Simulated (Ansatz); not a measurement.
# ClHTa: the cost of one run

Program: Ansatz 0.2.0, Gaussian basis. Level of theory: def2-QZVPP, core rule «outside noble gas», up to 9 orbitals frozen. These are calculated values, not measurements.

To be run: UHF; ROHF; CCSD(T) on UHF.

### 1 The geometry

The geometry is a PBE0/def2-TZVP stationary point (not a proven minimum) of the parent state, kept for this charge and spin. No spin-orbit coupling is included. Elements past krypton take def2 core potentials.

3 atoms, charge 1, spin multiplicity 5.

Atoms are counted from 1 here; the program's logs count them from 0.

Bond lengths: Ta1–Cl2 2.311 Å, Ta1–H3 1.863 Å. Angles: Cl2–Ta1–H3 180.0°.

### 2 UHF

Input file in.yaml:

```yaml
crystal:
  periodic: [false, false, false]
  atoms:
    - {symbol: Ta, position_ang: [0.000000, 0.000000, 0.149600]}
    - {symbol: Cl, position_ang: [0.000000, 0.000000, -2.161700]}
    - {symbol: H, position_ang: [0.000000, 0.000000, 2.012100]}
basis:
  gaussian: {orbitals: "def2-QZVPP.json"}
total_charge: 1
magnetization: {spin_polarized: true, initial_magnetization: 4}
hamiltonian: {xc: hf}
output: {orbitals: {seedname: orbitals}}
```

Command:

```console
> ansatz run in.yaml --threads 1 --pin off --events-out ev --progress --plain --max-ram 4096MiB --backend cpu
```

What time and memory should one allow on 1 thread of AMD EPYC 7R13, shared host?

About 58 s, with a peak of 0.53 GiB.
